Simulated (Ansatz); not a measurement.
# C₄H₈O₃: ionisation energy by level of theory

Aim: the vertical ionisation energy of C₄H₈O₃, as cation minus neutral at the neutral's geometry, on several levels, and how well −ε(HOMO) stands in for it.

The runs use Ansatz 0.2.0, Gaussian basis; unrestricted cation, the program's frozen cores in correlated methods.

The runs, in order: UKS PBE-D4/def2-TZVPP; UKS r2SCAN-D4/def2-TZVPP; UKS PBE0-D4/def2-TZVPP; UKS B3LYP-D4/def2-TZVPP; UKS wB97X-V/def2-TZVPP; UKS wB97M-V/def2-TZVPP; UKS B2PLYP/def2-TZVPP; UHF-CCSD(T)/def2-TZVPP; UHF-MP2/def2-QZVPP; extrapolation to the limit; then −ε(HOMO) from the neutral's earlier runs with LDA (SPW92), PBE-D4, revPBE-D4, BLYP-D4, r2SCAN-D4, B97M-V, PBE0-D4, B3LYP-D4, r2SCANh-D4, r2SCAN0-D4, HSE06-D4, BHLYP-D4, CAM-B3LYP-D4, LC-ωPBE, ωB97X-V, ωB97M-V.

### Step 1. The relaxed structure

All runs share one geometry, relaxed beforehand with PBE0-D4 in a triple-zeta def2 set.

SMILES `COC1OCCO1`, 15 atoms, charge 0, spin multiplicity 1.

Atoms are counted from 1 here; the program's logs count them from 0.

Bond lengths: C1–O2 1.408 Å, C1–H8 1.089 Å, C1–H9 1.098 Å, C1–H10 1.094 Å, O2–C3 1.391 Å, C3–O4 1.394 Å, C3–O7 1.375 Å, C3–H11 1.096 Å, O4–C5 1.420 Å, C5–C6 1.536 Å, C5–H12 1.091 Å, C5–H13 1.093 Å, C6–O7 1.420 Å, C6–H14 1.090 Å, C6–H15 1.093 Å. Angles: O2–C1–H8 107.0°, O2–C1–H9 111.1°, O2–C1–H10 111.6°, H8–C1–H9 108.8°, H8–C1–H10 109.5°, H9–C1–H10 108.7°, C1–O2–C3 113.1°, O2–C3–O4 112.0°, O2–C3–O7 108.3°, O2–C3–H11 110.9°, O4–C3–O7 107.0°, O4–C3–H11 108.3°, O7–C3–H11 110.3°, C3–O4–C5 106.5°, O4–C5–C6 104.1°, O4–C5–H12 107.9°, O4–C5–H13 110.7°, C6–C5–H12 113.2° and more.

Coordinates:

| atom | x (Å) | y (Å) | z (Å) |
| --- | --- | --- | --- |
| C1 | 0.4660 | -1.4275 | 1.7350 |
| O2 | -0.1696 | -1.2043 | 0.4981 |
| C3 | 0.6114 | -0.4765 | -0.3942 |
| O4 | 0.8135 | 0.8336 | 0.0372 |
| C5 | -0.3091 | 1.5818 | -0.4065 |
| C6 | -0.9425 | 0.6991 | -1.4926 |
| O7 | -0.0567 | -0.4060 | -1.5943 |
| H8 | -0.1987 | -2.0558 | 2.3263 |
| H9 | 1.4218 | -1.9511 | 1.6000 |
| H10 | 0.6515 | -0.4898 | 2.2679 |
| H11 | 1.5911 | -0.9494 | -0.5314 |
| H12 | 0.0539 | 2.5374 | -0.7880 |
| H13 | -1.0013 | 1.7659 | 0.4196 |
| H14 | -0.9892 | 1.1821 | -2.4691 |
| H15 | -1.9421 | 0.3603 | -1.2080 |

### Step 2. Cation, UKS PBE-D4/def2-TZVPP

The input, in.yaml:

```yaml
crystal:
  periodic: [false, false, false]
  atoms:
    - {symbol: C, position_ang: [0.466009, -1.427494, 1.735019]}
    - {symbol: O, position_ang: [-0.169650, -1.204268, 0.498149]}
    - {symbol: C, position_ang: [0.611447, -0.476472, -0.394228]}
    - {symbol: O, position_ang: [0.813469, 0.833617, 0.037234]}
    - {symbol: C, position_ang: [-0.309130, 1.581776, -0.406531]}
    - {symbol: C, position_ang: [-0.942461, 0.699076, -1.492646]}
    - {symbol: O, position_ang: [-0.056655, -0.406013, -1.594335]}
    - {symbol: H, position_ang: [-0.198704, -2.055788, 2.326337]}
    - {symbol: H, position_ang: [1.421771, -1.951093, 1.599985]}
    - {symbol: H, position_ang: [0.651459, -0.489783, 2.267894]}
    - {symbol: H, position_ang: [1.591117, -0.949354, -0.531370]}
    - {symbol: H, position_ang: [0.053881, 2.537415, -0.787962]}
    - {symbol: H, position_ang: [-1.001270, 1.765918, 0.419557]}
    - {symbol: H, position_ang: [-0.989166, 1.182115, -2.469071]}
    - {symbol: H, position_ang: [-1.942106, 0.360349, -1.208041]}
basis:
  gaussian: {orbitals: def2-TZVPP}
total_charge: 1
magnetization: {spin_polarized: true, initial_magnetization: 1}
hamiltonian: {xc: pbe, dispersion: d4}
```

Command:

```bash
> ansatz run in.yaml --threads 2 --pin off --events-out ev --progress --plain --max-ram 22528MiB --backend cuda --devices 0, --max-vram 18GiB
```

After this run come: Cation, UKS r2SCAN-D4/def2-TZVPP; Cation, UKS PBE0-D4/def2-TZVPP; Cation, UKS B3LYP-D4/def2-TZVPP; Cation, UKS wB97X-V/def2-TZVPP; Cation, UKS wB97M-V/def2-TZVPP; Cation, UKS B2PLYP (frozen core)/def2-TZVPP; Cation, UHF-CCSD(T)/def2-TZVPP; Cation, UHF-MP2/def2-QZVPP.

Before running them: what should the planned runs give, taken together? Wanted: ionisation energy, CCSD(T)/CBS; nearest functional by difference; nearest −ε(HOMO); −ε(HOMO) of PBE; T1 of the cation.

The runs gave:

| quantity | value |
| --- | --- |
| ionisation energy, CCSD(T)/CBS | 10.41 eV |
| nearest functional by difference | B2PLYP (-0.30 eV) |
| nearest −ε(HOMO) | LC-ωPBE (+0.01 eV) |
| −ε(HOMO) of PBE | 5.99 eV |
| T1 of the cation | 0.057 |

In words: Energy differences with functionals land within 1.35 eV of the reference. −ε(HOMO) of PBE misses by 4.4 eV, since self-interaction lifts the level. Among orbital estimates LC-ωPBE comes nearest. Hartree-Fock falls 1.16 eV short, as the neutral has more correlation energy than the cation. The cation's T1 (from the report) is 0.057, above the customary mark of 0.045 for open shells, so the coupled-cluster value is less safe.
